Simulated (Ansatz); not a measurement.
**CrGe (zincblende type): how the settings move a single-point run**

How sensitive is a single-point run of CrGe (zincblende type) to its settings? A reference run comes first, then one run with altered input.

Computed with Ansatz 0.2.0 (reference: DFT, PBEsol, all-electron LAPW, scalar-relativistic, unless a step's input says otherwise).

1 further run of the same task is left out (it didn't finish).

## 1. The starting structure

Symmetry: F-43m, No. 216, cubic system. Conventional cell: a = 4.835 Å, b = 4.835 Å, c = 4.835 Å, α = 90.00°, β = 90.00°, γ = 90.00°. Around Cr (site symmetry -43m) lie 4 Ge at 2.09 Å. Around Ge (site symmetry -43m) lie 4 Cr at 2.09 Å.

Structure file:

```
Cr Ge
1.0
     0.00000    2.41745    2.41745
     2.41745    0.00000    2.41745
     2.41745    2.41745    0.00000
Cr Ge
1 1
Cartesian
  0.0000 0.0000 0.0000
  1.2087 1.2087 1.2087
```

## 2. Reference

input.yaml

```yaml
crystal:
  lattice:
    - [0.0, 2.4174482697, 2.4174482697]
    - [2.4174482697, 0.0, 2.4174482697]
    - [2.4174482697, 2.4174482697, 0.0]
  atoms:
    - { symbol: Cr, position: [0.0, 0.0, 0.0], spin: 2.0 }
    - { symbol: Ge, position: [0.25, 0.25, 0.25] }
magnetization:
  spin_polarized: true
kpoints:
  mp_grid: { grid: [12, 12, 12] }
scf:
  occupations: { method: fermi_dirac, width: 0.05 }
hamiltonian:
  xc: pbesol
  pseudopotentials: { kind: all_electron, lapw: { basis_error: 0.001 } }
output:
  forces: true
  stress: true
  eigenvalues: true
  populations: true
```

Started as:

```
ansatz run input.yaml --threads 1 --pin off --max-ram 3072MiB --backend cpu --events-out ev --progress --plain --runs-dir out
```

## 3. Changing settings: preconditioner kerker

input.yaml, as its differences from that of step 2:

```diff
@@ -14,2 +14,3 @@
   occupations: { method: fermi_dirac, width: 0.05 }
+  mixing: { preconditioner: kerker }
 hamiltonian:
```

Before running it: what results should come out? Wanted: for each run, ending; energy change; pressure; abs. moment; force.

As calculated:

```tsv
run	ending	energy change	pressure (GPa)	abs. moment (μB)	force (eV/Å)	cycles	time
reference	converged	0	64.4	2.06	0.00	11	89 s
1: preconditioner kerker	converged	0.0 meV/atom	64.4	2.06	0.00	11	86 s
```

Residual by cycle in the longest SCF loop of each run; runs are numbered as in the table. The quantity is the density residual dr2, in eV.

```tsv
cycle	reference	run 1
1	0.932	0.932
2	0.273	0.273
3	0.164	0.164
4	0.00529	0.00529
5	0.00298	0.00298
6	1.9e-4	1.9e-4
7	2.5e-5	2.5e-5
8	5.1e-6	5.1e-6
9	3.1e-7	3.1e-7
10	3.0e-8	3.0e-8
11	2.2e-9	2.2e-9
```

Energy and cycle count are those of the reference, so the change (mixing) left the result and the number of cycles as they were. The structure is not at rest: the sound run finds 64 GPa, so these are no properties of the relaxed crystal. 
